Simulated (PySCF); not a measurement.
**C₄H₄ClFO: electronic excitations and core binding energies**

What electronic excitations and core binding energies should C₄H₄ClFO (`C/C=C(\Cl)C(=O)F`) show?

Computed with PySCF 2.14.0, with density-fitted response routines of our own, on a single molecule in the gas phase. Atoms are numbered from 0 throughout.

## 1. The molecule as given

11 atoms, charge 0, multiplicity 1; geometry from: GFN2-xTB.

Bonds of the start (Å): C0–C1 1.48, C1–C2 1.34, C2–Cl3 1.73, C2–C4 1.46, C4–O5 1.18, C4–F6 1.37, C0–H7 1.09, C0–H8 1.09, C0–H9 1.09, C1–H10 1.08.

## 2. Ultraviolet spectrum: PBE0/def2-SVPD

The job: settings as JSON, then the geometry in Å.

```
{"job": {"kind": "uv", "xc": "PBE0", "basis": "def2-SVPD", "nstates": 8, "ntriplets": 3}, "charge": 0, "multiplicity": 1}
C     -1.736584    -0.308348     0.032948
C     -0.267753    -0.460339     0.105097
C      0.629635     0.507567    -0.118658
Cl     0.191200     2.126747    -0.538472
C      2.078599     0.321270    -0.029163
O      2.950946     1.105339    -0.161147
F      2.390277    -0.984207     0.253007
H     -2.017025     0.697846    -0.262203
H     -2.145191    -1.025100    -0.678416
H     -2.174270    -0.536309     1.004512
H      0.105590    -1.441796     0.366531
```

Level: TDDFT PBE0/def2-SVPD, vertical, gas phase, core orbitals frozen in the response.

Run with:

```sh
OMP_NUM_THREADS=1 python probes_run.py task.json out
```

One launch serves the whole session: the jobs run in the order shown.

**Question.** This job is followed by: delta-SCF UKS SCAN, pcX-2 on the ionised atom, pcseg-1 elsewhere, spin-free X2C. What will the session give for the following? lowest singlet (PBE0/def2-SVPD); brightest single state of those computed; lowest triplet; C1s binding energies, SCAN/pcX-2; Cl1s binding energies, SCAN/pcX-2; Cl2p binding energies, SCAN/pcX-2; O1s binding energies, SCAN/pcX-2; F1s binding energies, SCAN/pcX-2.

**Answer**, as computed:

```
                                quantity                                          value
         lowest singlet (PBE0/def2-SVPD)                    5.22 eV (238 nm), f = 0.000
brightest single state of those computed                    state 5, 7.40 eV, f = 0.271
                          lowest triplet                                        3.40 eV
        C1s binding energies, SCAN/pcX-2  C4 295.68, C2 292.81, C0 291.59, C1 291.57 eV
       Cl1s binding energies, SCAN/pcX-2                                 Cl3 2829.39 eV
       Cl2p binding energies, SCAN/pcX-2                                  Cl3 207.34 eV
        O1s binding energies, SCAN/pcX-2                                   O5 538.54 eV
        F1s binding energies, SCAN/pcX-2                                   F6 693.11 eV
```

**Reading.** The first singlet state (HOMO−1→LUMO 0.83, HOMO−2→LUMO 0.14) lies at 5.22 eV and is dark; of the 8 states computed, the strongest absorption comes from state 5 at 7.40 eV. The lowest triplet lies 1.82 eV below the lowest singlet (triplets in Tamm-Dancoff, singlets in full TDDFT). C4 (carbonyl carbon) binds its C1s electron 4.11 eV more tightly than C1 (β carbon of a C=C–C=O unit).
